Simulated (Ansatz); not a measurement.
# C2H7GaOTe: the cost of one run

Program: Ansatz 0.2.0. Level of theory: RKS PBE/def2-SVP. These are calculated values, not measurements.

## 1. The system as given

Bond lengths: C1–Te2 2.093 Å, Te2–C3 2.159 Å, C3–O4 1.340 Å, O4–Ga5 2.172 Å, C1–H6 1.100 Å, C1–H7 1.096 Å, C1–H8 1.173 Å, C3–H9 1.102 Å, C3–H10 1.130 Å, Ga5–H11 1.232 Å, Ga5–H12 1.771 Å. Angles (14 of 17 angles, heavy atoms first): C1–Te2–C3 91.1°, Te2–C3–O4 110.2°, C3–O4–Ga5 112.8°, Te2–C1–H6 112.9°, Te2–C1–H7 111.5°, Te2–C1–H8 107.7°, Te2–C3–H9 107.4°, Te2–C3–H10 106.2°, O4–C3–H9 116.1°, O4–C3–H10 107.3°, O4–Ga5–H11 115.4°, O4–Ga5–H12 67.3°, H6–C1–H7 111.4°, H6–C1–H8 105.7°.

Structure file:

```xyz
12

C    -1.3393    0.2476    1.4956
Te    0.7478    0.2957    1.3449
C     0.6246    0.9778   -0.7001
O     0.1419    0.0045   -1.4838
Ga    1.2983   -1.8294   -1.3585
H    -1.8073   -0.4030    0.7418
H    -1.6629   -0.0165    2.5087
H    -1.7372    1.3287    1.2726
H     0.0604    1.9242   -0.6990
H     1.6866    1.1800   -1.0298
H     2.4833   -1.6866   -1.0519
H    -0.4191   -2.0782   -1.0064
```

## 2. End point A

Input file input.yaml:

```yaml
crystal:
  periodic: [false, false, false]
  atoms:
    - { symbol: C, position_ang: [-1.3393, 0.2476, 1.4956] }
    - { symbol: Te, position_ang: [0.7478, 0.2957, 1.3449] }
    - { symbol: C, position_ang: [0.6246, 0.9778, -0.7001] }
    - { symbol: O, position_ang: [0.1419, 0.0045, -1.4838] }
    - { symbol: Ga, position_ang: [1.2983, -1.8294, -1.3585] }
    - { symbol: H, position_ang: [-1.8073, -0.403, 0.7418] }
    - { symbol: H, position_ang: [-1.6629, -0.0165, 2.5087] }
    - { symbol: H, position_ang: [-1.7372, 1.3287, 1.2726] }
    - { symbol: H, position_ang: [0.0604, 1.9242, -0.699] }
    - { symbol: H, position_ang: [1.6866, 1.18, -1.0298] }
    - { symbol: H, position_ang: [2.4833, -1.6866, -1.0519] }
    - { symbol: H, position_ang: [-0.4191, -2.0782, -1.0064] }
basis:
  gaussian: { orbitals: def2-SVP }
hamiltonian:
  xc: pbe
relax:
  f_tol: 0.015
  max_steps: 40
output:
  orbitals: {}
```

The run is started by

```console
$ ansatz run input.yaml --threads 2 --pin off --max-ram 3072MiB --backend cpu --events-out ev --progress --plain --runs-dir out
```

**Question.** How long does this run take on 2 threads of Arm Neoverse V1, shared host, and how much memory does it need?

About 84 s, with a peak of 0.2 GiB.
